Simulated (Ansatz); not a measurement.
Geometry optimisation, DFT r2SCAN-D3(BJ), scalar-relativistic, plane waves, PAW (Ansatz).

Input file:

```yaml
accuracy: low
crystal:
  lattice:
    - [8.490185, 0.0, 0.0]
    - [0.0, 8.490185, 0.0]
    - [0.0, 0.0, 8.490185]
  atoms:
    - { symbol: Cl, position: [0.1608597, 0.0749771, 0.3203947] }
    - { symbol: H, position: [0.1045781, 0.0223008, 0.1908335] }
    - { symbol: Cl, position: [0.8988959, 0.8892869, 0.5027399] }
    - { symbol: H, position: [1.0217646, 0.8403586, 0.4303672] }
    - { symbol: Cl, position: [0.5774206, 0.1858782, 0.3251043] }
    - { symbol: H, position: [0.504374, 0.249135, 0.440825] }
    - { symbol: Cl, position: [0.36744, 0.0716592, 0.9614332] }
    - { symbol: H, position: [0.2610688, -0.0154426, 0.8995708] }
    - { symbol: Cl, position: [0.7377179, 0.0660105, 0.8825046] }
    - { symbol: H, position: [0.6667846, 0.1628039, 0.7912467] }
    - { symbol: Cl, position: [0.9460184, 0.3573926, 0.689565] }
    - { symbol: H, position: [0.9207542, 0.5058019, 0.697621] }
    - { symbol: Cl, position: [0.5235149, 0.7079261, 0.0669247] }
    - { symbol: H, position: [0.5691054, 0.8507864, 0.0514021] }
    - { symbol: Cl, position: [0.867693, 0.5785681, 0.149594] }
    - { symbol: H, position: [0.8725306, 0.5664208, -0.0005977] }
    - { symbol: Cl, position: [0.2171303, 0.7001426, 0.837068] }
    - { symbol: H, position: [0.2027923, 0.7363738, 0.6914308] }
    - { symbol: Cl, position: [0.6204347, 0.4996534, 0.6101619] }
    - { symbol: H, position: [0.5042295, 0.4717617, 0.5182549] }
    - { symbol: Cl, position: [0.4408948, 0.9006733, 0.5464887] }
    - { symbol: H, position: [0.2990648, 0.8861649, 0.4974758] }
    - { symbol: Cl, position: [0.047729, 0.2634432, 1.0328762] }
    - { symbol: H, position: [0.1570052, 0.296828, 0.9345265] }
basis:
  ecutwfc: 500.0
kpoints:
  mp_grid: { grid: [1, 1, 1] }
hamiltonian:
  xc: r2scan
  dispersion: d3bj
scf:
  occupations: { method: fermi_dirac, width: 0.02 }
  lower_state_search: "off"
relax:
  f_tol: 0.3
  max_steps: 15
  adjacent_minimum: "off"
```

Launched with:

```bash
$ ansatz run input.yaml --threads 1 --pin off --max-ram 3072MiB --backend cpu --events-out ev --progress --plain --runs-dir out
```

Where does it end, and by what steps?

The forces met the threshold. The threshold is loose, so the end isn't yet a minimum. Limits of this set-up: coarse k mesh, low accuracy level. After 14 steps the energy has fallen by 2.423 eV; H24 moved furthest, 1.49 Å.

| step | energy less start (eV) | largest force component (eV/Å) | accepted |
| --- | --- | --- | --- |
| 0 | 0.0000 | 0.500 | yes |
| 1 | -0.5598 | 0.602 | yes |
| 2 | -0.9419 | 1.215 | yes |
| 3 | -1.3729 | 0.891 | yes |
| 4 | -1.6156 | 0.622 | yes |
| 5 | -1.7929 | 0.770 | yes |
| 6 | -1.9523 | 0.411 | yes |
| 7 | -2.0169 | 0.868 | yes |
| 8 | -2.0856 | 0.634 | yes |
| 9 | -2.1549 | 0.430 | yes |
| 10 | -2.2084 | 0.471 | yes |
| 11 | -2.2657 | 0.405 | yes |
| 12 | -2.3235 | 0.460 | yes |
| 13 | -2.3770 | 0.324 | yes |
| 14 | -2.4233 | 0.271 | yes |

```xyz
24
Lattice="8.4902 0.0000 0.0000 0.0000 8.4902 0.0000 0.0000 0.0000 8.4902" Properties=species:S:1:pos:R:3
Cl 1.251 0.425 2.761
H 1.866 0.556 1.627
Cl 7.410 6.776 4.667
H 7.726 6.554 3.421
Cl 5.362 1.534 2.387
H 5.054 2.192 3.454
Cl 2.701 0.732 8.023
H 2.273 -0.464 7.714
Cl 6.251 -0.357 7.710
H 5.396 0.470 7.194
Cl 8.521 3.324 5.096
H 8.103 4.547 5.146
Cl 3.992 6.064 1.400
H 4.799 6.869 0.789
Cl 7.933 6.077 1.219
H 7.955 4.801 0.934
Cl 1.542 6.033 7.101
H 2.259 6.227 6.038
Cl 4.541 3.878 5.170
H 4.729 4.829 4.318
Cl 3.766 7.490 4.776
H 2.909 7.938 3.901
Cl -0.315 2.764 8.663
H 0.015 3.024 7.440
```

Whether the end is a true minimum wasn't checked by a vibrational analysis.

Run time: 5.6 min on 1 thread of Arm Neoverse V1 (shared host), peak memory 0.95 GiB.
